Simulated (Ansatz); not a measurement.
Here is an Ansatz 0.2.0 calculation.

The input input.yaml:

```yaml
crystal:
  lattice:
    - [8.15421, 0.0, 0.0]
    - [-4.07711, 7.06176, 0.0]
    - [0.0, 0.0, 6.92128]
  atoms:
    - { symbol: Ba, position: [0.0, 0.0, 0.23552] }
    - { symbol: Ba, position: [0.0, 0.0, 0.76448] }
    - { symbol: V, position: [0.5, 0.0, 0.0], spin: 2.0 }
    - { symbol: V, position: [0.0, 0.5, 0.0], spin: 2.0 }
    - { symbol: V, position: [0.5, 0.5, 0.0], spin: 2.0 }
    - { symbol: Tl, position: [0.5, 0.0, 0.5] }
    - { symbol: Tl, position: [0.0, 0.5, 0.5] }
    - { symbol: Tl, position: [0.5, 0.5, 0.5] }
    - { symbol: Tl, position: [0.33333, 0.66667, 0.22489] }
    - { symbol: Tl, position: [0.66667, 0.33333, 0.77511] }
    - { symbol: O, position: [0.3389, 0.34334, 0.81444] }
    - { symbol: O, position: [0.65666, 0.99556, 0.81444] }
    - { symbol: O, position: [0.00444, 0.6611, 0.81444] }
    - { symbol: O, position: [0.34334, 0.3389, 0.18556] }
    - { symbol: O, position: [0.99556, 0.65666, 0.18556] }
    - { symbol: O, position: [0.6611, 0.00444, 0.18556] }
    - { symbol: O, position: [0.6611, 0.65666, 0.18556] }
    - { symbol: O, position: [0.34334, 0.00444, 0.18556] }
    - { symbol: O, position: [0.99556, 0.3389, 0.18556] }
    - { symbol: O, position: [0.65666, 0.6611, 0.81444] }
    - { symbol: O, position: [0.00444, 0.34334, 0.81444] }
    - { symbol: O, position: [0.3389, 0.99556, 0.81444] }
kpoints:
  mp_grid: { grid: [3, 3, 3] }
  band_path:
    path:
      - [0.0, 0.0, 0.0]
      - [0.5, 0.0, 0.0]
      - [0.3333333333, 0.3333333333, 0.0]
      - [0.0, 0.0, 0.0]
      - [0.0, 0.0, 0.5]
      - [0.5, 0.0, 0.5]
      - [0.3333333333, 0.3333333333, 0.5]
      - [0.0, 0.0, 0.5]
    npoints: 12
scf:
  occupations: { method: fermi_dirac, width: 0.05 }
hamiltonian:
  xc: blyp
  pseudopotentials: { kind: all_electron, lapw: { basis_error: 0.003 } }
magnetization:
  spin_polarized: true
output:
  forces: true
  stress: true
  eigenvalues: true
```

Potentials or basis: all-electron LAPW, scalar-relativistic.

Launch:

```sh
$ ansatz run input.yaml --threads 8 --pin off --max-ram 30720MiB --backend cpu --events-out ev --progress --plain --runs-dir out
```

(1) Estimate the net moment.

(2) Predict the largest force.

Results:

(1) 0.00 μB per cell.

(2) 0.247 eV/Å.

Caveat: the k mesh is thin for a metal, which can move the energy by tens of meV per atom; semilocal functionals often make such compounds metallic where correlation or magnetic order opens a gap, which also shifts bond lengths; the starting moments weren't kept.
